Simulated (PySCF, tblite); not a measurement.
# C₃H₁₁ClSeSi₃: geometry, infrared bands and NMR shifts

Aim: predict the infrared bands and NMR shifts of C₃H₁₁ClSeSi₃ (`C=C([Se]C)[Si@@H](Cl)[SiH2][SiH3]`).

Programs: tblite 0.8.0 and PySCF 2.14.0, with density-fitted response routines of our own. Each step states its level of theory. These are calculated values for one molecule in the gas phase, unless marked as measured. Atoms count from 0, in the outputs and in this text.

## (1) The starting structure

19 atoms, charge 0, multiplicity 1; geometry from: force field or distance geometry start.

Bonds of the start (Å): C0–C1 1.33, C1–Se2 1.91, Se2–C3 1.95, C1–Si4 1.87, Si4–Cl5 2.09, Si4–Si6 2.23, Si6–Si7 2.23, C0–H8 1.08, C0–H9 1.08, C3–H10 1.12, C3–H11 1.11, C3–H12 1.11, Si4–H13 1.46, Si6–H14 1.46, Si6–H15 1.48, Si7–H16 1.47, Si7–H17 1.46, Si7–H18 1.46.

## (2) Optimising the geometry with GFN2-xTB

The job: settings as JSON, then the geometry in Å.

```
{"job": {"kind": "relax", "xc": "GFN2-xTB", "basis": "xTB"}, "charge": 0, "multiplicity": 1}
C     -0.652400    -0.721200    -1.682600
C     -0.784900    -0.084700    -0.520500
Se    -1.832000     1.504800    -0.372700
C     -3.428300     0.488100     0.080000
Si     0.078600    -0.724300     1.004500
Cl    -0.575000    -2.668300     1.413800
Si     2.282300    -0.720900     0.636100
Si     2.902900     1.331800     0.016800
H     -1.161000    -0.339800    -2.561800
H     -0.064900    -1.619400    -1.769900
H     -3.250800    -0.086600     1.024800
H     -3.674600    -0.229800    -0.729500
H     -4.285900     1.174600     0.248300
H     -0.219800     0.152700     2.135500
H      2.595800    -1.669700    -0.430500
H      2.982400    -1.102900     1.885800
H      2.164700     1.699500    -1.204400
H      2.570400     2.274100     1.084200
H      4.342600     1.351300    -0.244200
```

Command:

```bash
OMP_NUM_THREADS=1 python probes_run.py task.json out
```

This one command runs all jobs of the session in turn.

**Question.** This job is followed by: GFN2-xTB harmonic vibrations, gas phase; GIAO PBE0/pcSseg-1 NMR shielding, non-relativistic, gas phase. What will the session give for the following? strongest single infrared mode (GFN2-xTB); zero-point energy (GFN2-xTB); 13C shifts against TMS (PBE0/pcSseg-1); 1H shifts against TMS (PBE0/pcSseg-1, means over atoms taken as alike); 77Se shifts against Me2Se (PBE0/pcSseg-1); 29Si shifts against TMS (PBE0/pcSseg-1); 35Cl shifts against HCl (PBE0/pcSseg-1).

**Answer**, as computed:

```
                                                              quantity                                         value
                             strongest single infrared mode (GFN2-xTB)                          582 cm⁻¹, 642 km/mol
                                          zero-point energy (GFN2-xTB)                                 73.9 kcal/mol
                                13C shifts against TMS (PBE0/pcSseg-1)                        154.3, 137.3, 14.6 ppm
1H shifts against TMS (PBE0/pcSseg-1, means over atoms taken as alike)  6.55, 6.47, 5.96, 3.57, 3.54, 3.47, 2.13 ppm
                             77Se shifts against Me2Se (PBE0/pcSseg-1)                                       258 ppm
                               29Si shifts against TMS (PBE0/pcSseg-1)                      -9.0, -115.7, -121.1 ppm
                               35Cl shifts against HCl (PBE0/pcSseg-1)                                       -42 ppm
```

In words: Relaxing lowered the energy by 0.508 eV in 276 steps; the close pair that moved most is Si4–Si6, from 2.234 to 2.329 Å. All 51 modes are real, so the xTB geometry is a minimum. The strongest single mode, at 582 cm⁻¹, moves mainly H13. GFN2-xTB is a fitted tight-binding method: band positions and strengths are rough. Its intensities can rank the bands wrongly. The most deshielded carbon is C1 (fully substituted alkene carbon), at 154.3 ppm: an sp2 carbon of a C=C bond. At PBE0/pcSseg-1: The largest span, 1024 ppm, is at Se2, where the paramagnetic term is -1499 ppm. Spin-orbit coupling is left out, which matters for shieldings and couplings at and beside the heavy atoms.
